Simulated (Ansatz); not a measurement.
# GeH: the cost of one run

Method: aug-cc-pVTZ, all electrons in the functionals, frozen cores in the correlation of double hybrids and RPA; program: Ansatz 0.2.0, Gaussian basis.

The runs, in order: wB97M-V, B2PLYP, RKS PBE0, RPA-PBE, at 1.466 Å; 1.633 Å; 1.812 Å; 2.238 Å; 3.039 Å; 4.414 Å.

3 further runs of the same task are left out: 3 that didn't finish.

### 1 The system

The geometry derives from a PBE0/def2-TZVPD stationary point (not a proven minimum). One bond is set to the value named and the two fragments are kept rigid. No spin-orbit coupling is included. The filled d shell of Ge may be among the frozen orbitals whatever the setting's name suggests; the logs give the count.

2 atoms, charge -1, spin multiplicity 1.

Atoms are counted from 1 here; the program's logs count them from 0.

Bond lengths: Ge1–H2 1.633 Å.

No dispersion term is added; wB97M-V holds VV10 nonlocal correlation.

The geometry shown and the zero of energy belong to the point 1.633 Å. The yardstick, UCCSD(T), and other wave-function levels (R restricted, U unrestricted, valence and pair active spaces) come from earlier runs.

### 2 wB97M-V, 1.466 Å

Contents of in.yaml:

```yaml
crystal:
  periodic: [false, false, false]
  atoms:
    - {symbol: Ge, position_ang: [0.000000, 0.000000, 0.000000]}
    - {symbol: H, position_ang: [0.000000, 0.000000, 1.466000]}
basis:
  gaussian: {orbitals: aug-cc-pVTZ}
total_charge: -1
magnetization: {spin_polarized: true, initial_magnetization: 0}
hamiltonian: {xc: {name: wB97M-V}}
output: {forces: true, orbitals: {seedname: orbitals}}
```

On the command line:

```sh
ansatz run in.yaml --threads 1 --pin off --events-out ev --progress --plain --max-ram 3956MiB --backend cpu
```

What time and memory should one allow on 1 thread of AMD EPYC 7R13, shared host?

About 16 s, with a peak of 0.26 GiB.
